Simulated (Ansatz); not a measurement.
# RbFe: the cost of one run

Method: DFT PBE, scalar-relativistic, plane waves, PAW, in Ansatz 0.2.0.

## 1. The starting structure

The structure is orthorhombic, space group Pmma (No. 51). Conventional cell: a = 5.363 Å, b = 3.549 Å, c = 5.475 Å, α = 90.00°, β = 90.00°, γ = 90.00°. Rb (site symmetry mm2) has 8 Fe at 3.26 to 3.29 Å and 4 Rb at 3.37 to 3.55 Å as nearest neighbours. Fe (site symmetry mm2) is surrounded by 8 Rb at 3.26 to 3.29 Å and 4 Fe at 3.38 to 3.55 Å.

As a file:

```xyz
4
Lattice="5.3628 0.0000 0.0000 0.0000 3.5489 0.0000 0.0000 0.0000 5.4755" Properties=species:S:1:pos:R:3 pbc="T T T"
Rb    4.0221    0.0000    3.7617
Rb    1.3407    0.0000    1.7138
Fe    4.0221    1.7745    1.0294
Fe    1.3407    1.7745    4.4461
```

(A quick probe on a coarse mesh, which set the mesh and smearing, is not shown.)

## 3. A loose first relaxation

input.yaml

```yaml
crystal:
  lattice:
    - [5.3628173498, 0.0, 0.0]
    - [0.0, 3.5489232462, 0.0]
    - [0.0, 0.0, 5.4754815798]
  atoms:
    - { symbol: Rb, position: [0.75, 0.0, 0.687] }
    - { symbol: Rb, position: [0.25, 0.0, 0.313] }
    - { symbol: Fe, position: [0.75, 0.5, 0.188], spin: 3.48 }
    - { symbol: Fe, position: [0.25, 0.5, 0.812], spin: 3.48 }
basis:
  ecutwfc: 420
kpoints:
  mp_grid: { grid: [4, 6, 4] }
hamiltonian:
  xc: pbe
scf:
  occupations: { method: gaussian, width: 0.1 }
  lower_state_search: "off"
output:
  forces: true
  stress: true
  eigenvalues: true
  populations: true
magnetization:
  spin_polarized: true
relax:
  adjacent_minimum: "off"
  f_tol: 0.04
  max_steps: 70
  cell: { stress_tol: 0.4 }
```

On the command line:

```console
$ ansatz run input.yaml --threads 1 --pin off --max-ram 2560MiB --backend cpu --events-out ev --progress --plain --runs-dir out
```

Q: Estimate wall time and peak memory on 1 thread of Intel Xeon 6975P-C (Granite Rapids), shared host.

About 5.9 min, with a peak of 0.86 GiB.
